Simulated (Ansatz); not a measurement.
# CH8SSi2: the cost of one run

The runs use Ansatz 0.2.0, Gaussian basis; the settings change from run to run.

**1. The relaxed structure**

The structure was relaxed beforehand with PBE0-D4 in a triple-zeta def2 set.

SMILES `[SiH3]CS[SiH3]`, 12 atoms, charge 0, spin multiplicity 1.

Atoms are counted from 1 here; the program's logs count them from 0.

Bond lengths: Si1–C2 1.881 Å, Si1–H5 1.484 Å, Si1–H6 1.484 Å, Si1–H7 1.490 Å, C2–S3 1.829 Å, C2–H8 1.093 Å, C2–H9 1.092 Å, S3–Si4 2.126 Å, Si4–H10 1.483 Å, Si4–H11 1.488 Å, Si4–H12 1.486 Å. Angles: C2–Si1–H5 109.8°, C2–Si1–H6 109.1°, C2–Si1–H7 110.2°, H5–Si1–H6 109.6°, H5–Si1–H7 109.0°, H6–Si1–H7 109.2°, Si1–C2–S3 110.8°, Si1–C2–H8 112.4°, Si1–C2–H9 110.3°, S3–C2–H8 110.4°, S3–C2–H9 106.0°, H8–C2–H9 106.7°, C2–S3–Si4 100.5°, S3–Si4–H10 105.6°, S3–Si4–H11 110.1°, S3–Si4–H12 112.5°, H10–Si4–H11 110.6°, H10–Si4–H12 110.0° and more.

**2. wB97X/def2-TZVP**

Set apart from the defaults: unrestricted orbitals, a grid of angular degree 23.

The input, in.yaml:

```yaml
crystal:
  periodic: [false, false, false]
  atoms:
    - {symbol: Si, position_ang: [-1.651739, 0.823204, 0.352503]}
    - {symbol: C, position_ang: [-0.648143, -0.740036, 0.649132]}
    - {symbol: S, position_ang: [1.057870, -0.327624, 1.164894]}
    - {symbol: Si, position_ang: [2.017579, -0.217376, -0.729461]}
    - {symbol: H, position_ang: [-1.020080, 1.630857, -0.720717]}
    - {symbol: H, position_ang: [-1.699316, 1.613786, 1.607645]}
    - {symbol: H, position_ang: [-3.040154, 0.471666, -0.058317]}
    - {symbol: H, position_ang: [-0.633297, -1.397848, -0.223256]}
    - {symbol: H, position_ang: [-1.079782, -1.316727, 1.470504]}
    - {symbol: H, position_ang: [3.447663, 0.042953, -0.436430]}
    - {symbol: H, position_ang: [1.859143, -1.504538, -1.458815]}
    - {symbol: H, position_ang: [1.467156, 0.866582, -1.583880]}
basis:
  gaussian: {orbitals: def2-TZVP, final_grid: {core_spheres: 8, valence_spheres: 7, degree: 23}}
magnetization: {spin_polarized: true, initial_magnetization: 0}
hamiltonian: {xc: {name: wB97X}}
output: {forces: true}
```

The run is started by

```bash
$ ansatz run in.yaml --threads 4 --pin off --events-out ev --progress --plain --max-ram 10444MiB
```

What time and memory should one allow on 4 threads of AMD EPYC 7B13, shared host?

About 4 s, with a peak of 0.73 GiB.
